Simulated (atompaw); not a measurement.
# Pseudopotential generation for chlorine: PAW (atompaw), LDA (PW92)

Aim: build the potential from the settings below, then test how well it stands in for the atom: scattering, ghost states and the plane-wave cutoff that it needs.

Method: atompaw 4.2.0.5, LDA (PW92), scalar-relativistic.

**1. Settings**

The settings as typed:

| Item | Value |
| --- | --- |
| element | chlorine (Cl, Z = 17) |
| type | PAW |
| frozen core | [Ne] |
| valence charge | 7 |
| reference configuration | 3s2 3p3 (charge +2) |
| partial waves | 3s (bound): rc 1.60 bohr; 3s channel at -0.4 Ry: rc 1.60 bohr; 3p (bound): rc 1.60 bohr; 3p channel at 2.65 Ry: rc 1.60 bohr; 3d channel at 0.1 Ry: rc 1.60 bohr |
| local potential | bessel scheme, radius 1.54 bohr |
| core correction | smooth core density matched at 1.00 bohr |
| augmentation charge | sinc compensation charge, radius 1.22 bohr; PAW radius 1.60 bohr; waves and projectors: custom rrkj vanderbiltortho |

An earlier all-electron run gives the scale for the radii.

All-electron outer shells of the reference configuration (LDA (PW92), scalar-relativistic, ld1.x):

```json
{"shell": "3s", "level (eV)": "-44.87", "outermost node (bohr)": "0.55", "outermost maximum (bohr)": "1.24"}
{"shell": "3p", "level (eV)": "-31.76", "outermost node (bohr)": "0.53", "outermost maximum (bohr)": "1.34"}
{"shell": "3d", "level (eV)": "-14.09", "outermost node (bohr)": "–", "outermost maximum (bohr)": "1.66"}
{"shell": "4f", "level (eV)": "-3.76", "outermost node (bohr)": "–", "outermost maximum (bohr)": "6.47"}
```

**2. Generation**

The input, Cl.input:

```
Cl 17
LDA-PW scalarrelativistic loggrid 1500 logderivrange -5 5 251
3 3 0 0 0 0
3 1 3
0 0 0
c
c
v
c
v
2
1.60 1.22 1.54 1.00
y
-0.4
n
y
2.65
n
y
0.1
n
custom rrkj vanderbiltortho sinc
bessel
1.60
1.60
1.60
1.60
1.60
PWSCFOUT
UPFDX 0.0125d0 UPFXMIN -7.d0 UPFZMESH 17.d0
END
```

Launch:

```
$ atompaw < Cl.input > Cl.log
```

**Question.** What will these runs give? Wanted: cutoffs for 10 and 1 mRy, occupied levels; bound ghosts; largest phase difference near zero energy, channels read; lowest eigenvalue of the overlap; share of valence orbitals outside the PAW sphere; UPF file.

As calculated:

| quantity | value |
| --- | --- |
| cutoffs for 10 and 1 mRy, occupied levels | 25 Ry and 35 Ry |
| bound ghosts | none found |
| largest phase difference near zero energy, channels read | 0.020 rad |
| lowest eigenvalue of the overlap (Bessel basis) | 0.437 (s) |
| share of valence orbitals outside the PAW sphere | 3s 34 %, 3p 45 % |
| UPF file | written |

In words: It counts as soft on the atom at that tolerance, with 25 Ry needed at the looser tolerance. The slowest occupied level is 3p: taken alone it needs 30 Ry to come within 1 mRy, against 15 Ry for 3s. It is free of bound ghosts as far as tested. Near zero energy the phases of the channels with partial waves agree within 0.020 rad. These are tests on the free atom; a crystal test is still owed.
